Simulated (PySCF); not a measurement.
**[Bi3]2+: other functionals and bases at one geometry**

One table from this session's results is given with a row withheld; the runs are named, their logs left out.

Method: several levels, as the steps say, no spin–orbit coupling; program: PySCF 2.14.0.

4 further runs of the same task are left out: 2 for a known fault of the program, 1 that didn't finish, 1 set aside as unsound or not needed.

## The starting structure

3 atoms, charge 2, spin multiplicity 2.

Bond lengths: Bi1–Bi2 2.915 Å, Bi1–Bi3 2.915 Å, Bi2–Bi3 3.189 Å. Angles: Bi2–Bi1–Bi3 66.3°, Bi1–Bi2–Bi3 56.8°, Bi1–Bi3–Bi2 56.8°.

As a file:

```xyz
3
charge 2, multiplicity 2
Bi    1.62696   -0.00003    0.00000
Bi   -0.81348    1.59463    0.00000
Bi   -0.81348   -1.59461    0.00000
```

An earlier session relaxed this geometry at TPSS, Bi def2-SVP with ECP60 (doublet, point group C2v).

At TPSS on the finer grid: E = -643.095555 Eh, HOMO -15.58 eV, LUMO -15.01 eV (over both spins), ⟨S²⟩ = 0.760, Mulliken charge on Bi1 +0.59 e, largest force component 0.037 eV/Å. 

Levels to run: wB97X; BP86; PBE; TPSSh; TPSS, TZVP; TPSS, x2c-SVP. Hardware: 2 threads of Arm Neoverse V1, shared host.

The first run:

run.py (the lines that set the calculation) reads:

```python
mol = gto.M(atom='''
Bi     1.62696    -0.00003     0.00000
Bi    -0.81348     1.59463     0.00000
Bi    -0.81348    -1.59461     0.00000''',
    basis={'Bi': 'def2-SVP'},
    ecp={'Bi': 'def2-SVP'},
    charge=2, spin=1)
mf = dft.UKS(mol, xc='WB97X')
mf.grids.atom_grid = (75, 302)
mf = mf.density_fit()  # fitting sets: Bi def2-universal-JKFIT
mf.conv_tol = 1e-08; mf.max_cycle = 55
mf.kernel(dm0)  # dm0: the density of the relaxed state
```

Run with:

```bash
$ OMP_NUM_THREADS=2 python run.py
```

Steps of the session up to this table: wB97X; BP86; PBE; TPSSh; TPSS, TZVP; TPSS, x2c-SVP.

One of the session's tables, all rows but one given; the rest of the session is left out.

| level | HOMO (eV) | gap (eV) | dipole (D) | largest force component (eV/Å) |
| --- | --- | --- | --- | --- |
| TPSS (relaxed here) | -15.58 | 0.57 | 0.63 | 0.04 |
| wB97X | ? | ? | ? | ? |
| BP86 | -15.71 | 0.50 | 0.62 | 0.21 |
| PBE | -15.57 | 0.50 | 0.63 | 0.18 |
| TPSSh | -15.83 | 1.09 | 0.65 | 0.14 |
| TPSS, TZVP | -15.48 | 0.59 | 0.62 | 0.18 |
| TPSS, x2c-SVP | -15.63 | 0.55 | 0.65 | 0.74 |

Q: Estimate the row for wB97X from the others.

The run gave: HOMO (eV): -17.82; gap (eV): 5.08; dipole (D): 0.67; largest force component (eV/Å): 0.60. In the column «HOMO (eV)» it is the lowest.

The dipole of a charged species depends on the origin, so these sizes hold for this origin alone.

In one basis the HOMO–LUMO gap runs from 0.50 eV (PBE) to 5.08 eV (wB97X). The largest leftover force, 0.74 eV/Å with TPSS, x2c-SVP, stands at a geometry relaxed at another level. Total energies of different levels can't be compared.
